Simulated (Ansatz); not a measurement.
**VSb: how the settings move a single-point run**

Question: which choices in the input matter for VSb?

Program: Ansatz 0.2.0. Level of theory: reference: DFT, LDA, PAW with Ansatz's default frozen-core files, scalar-relativistic. These are calculated values, not measurements.

**1. The system as given**

The structure is hexagonal, space group P6_3/mmc (No. 194). Conventional cell: a = 4.140 Å, b = 4.140 Å, c = 5.591 Å, α = 90.00°, β = 90.00°, γ = 120.00°. V (site symmetry -3m) has 6 Sb at 2.77 Å and 2 V at 2.80 Å as nearest neighbours. Sb (site symmetry -6m2) is surrounded by 6 V at 2.77 Å.

Coordinates:

```cif
data_structure
_symmetry_space_group_name_H-M 'P 1'
_symmetry_Int_Tables_number 1
_cell_length_a 4.1401
_cell_length_b 4.1401
_cell_length_c 5.5909
_cell_angle_alpha 90.000
_cell_angle_beta 90.000
_cell_angle_gamma 120.000
_cell_volume 82.99
loop_
_atom_site_label
_atom_site_type_symbol
_atom_site_fract_x
_atom_site_fract_y
_atom_site_fract_z
_atom_site_occupancy
V1 V 0.00000 0.00000 0.00000 1
V2 V 0.00000 0.00000 0.50000 1
Sb1 Sb 0.66667 0.33333 0.25000 1
Sb2 Sb 0.33333 0.66667 0.75000 1
```

**2. Baseline**

File input.yaml:

```yaml
crystal:
  lattice:
    - [4.1400578263, 0.0, 0.0]
    - [-2.0700289132, 3.5853952507, 0.0]
    - [0.0, 0.0, 5.590919]
  atoms:
    - { symbol: V, position: [0.0, 0.0, 0.0], spin: 1.2, spin_axis: [1.0, 0.0, 0.0] }
    - { symbol: V, position: [0.0, 0.0, 0.5], spin: 1.2, spin_axis: [1.0, 0.0, 0.0] }
    - { symbol: Sb, position: [0.6666666667, 0.3333333333, 0.25] }
    - { symbol: Sb, position: [0.3333333333, 0.6666666667, 0.75] }
magnetization:
  noncollinear: true
  spin_spiral: { q: [0.0, 0.0, 0.0] }
kpoints:
  mp_grid: { grid: [9, 9, 5] }
scf:
  occupations: { method: fermi_dirac, width: 0.08 }
  lower_state_search: "off"
hamiltonian:
  xc: lda
  pseudopotentials: { kind: paw }
output:
  eigenvalues: false
```

Started as:

```sh
$ ansatz run input.yaml --threads 2 --pin off --max-ram 6144MiB --backend cpu --events-out ev --progress --plain --runs-dir out
```

**3. Changed: mp_grid.grid [4, 4, 2]**

input.yaml, as its differences from that of step 2:

```diff
@@ -14,3 +14,3 @@
 kpoints:
-  mp_grid: { grid: [9, 9, 5] }
+  mp_grid: { grid: [4, 4, 2] }
 scf:
```

Q: Predict the outcome of this session. Wanted: for each run, ending; energy change; abs. moment.

**Answer**, as computed:

| run | ending | energy change | abs. moment (μB) | cycles | time |
| --- | --- | --- | --- | --- | --- |
| reference | converged | 0 | 2.81 | 13 | 32 s |
| 1: mp_grid.grid [4, 4, 2] | converged | +11.3 meV/atom | 3.38 | 13 | 7.9 s |

Residual by cycle in the longest SCF loop of each run; runs are numbered as in the table. The quantity is the density residual dr2, in eV.

| cycle | reference | run 1 |
| --- | --- | --- |
| 1 | 1.98 | 2.17 |
| 2 | 0.941 | 0.932 |
| 3 | 0.148 | 0.178 |
| 4 | 0.0241 | 0.0209 |
| 5 | 0.00371 | 0.00909 |
| 6 | 0.00153 | 0.00111 |
| 8 | 1.9e-4 | 2.6e-4 |
| 9 | 1.5e-4 | 1.5e-4 |
| 10 | 5.9e-5 | 2.9e-5 |
| 11 | 1.3e-6 | 3.1e-6 |
| 12 | 7.3e-8 | 2.3e-7 |
| 13 | 1.9e-8 | 5.0e-9 |

Changing the k-point mesh moves the energy by +11.3 meV/atom, and the absolute moment goes from 2.81 to 3.38 μB. The energy is not variational in the mesh, so the sign tells nothing. The moments differ too, so a change of magnetic state is mixed in. Cost: 7.9 s against 32 s.
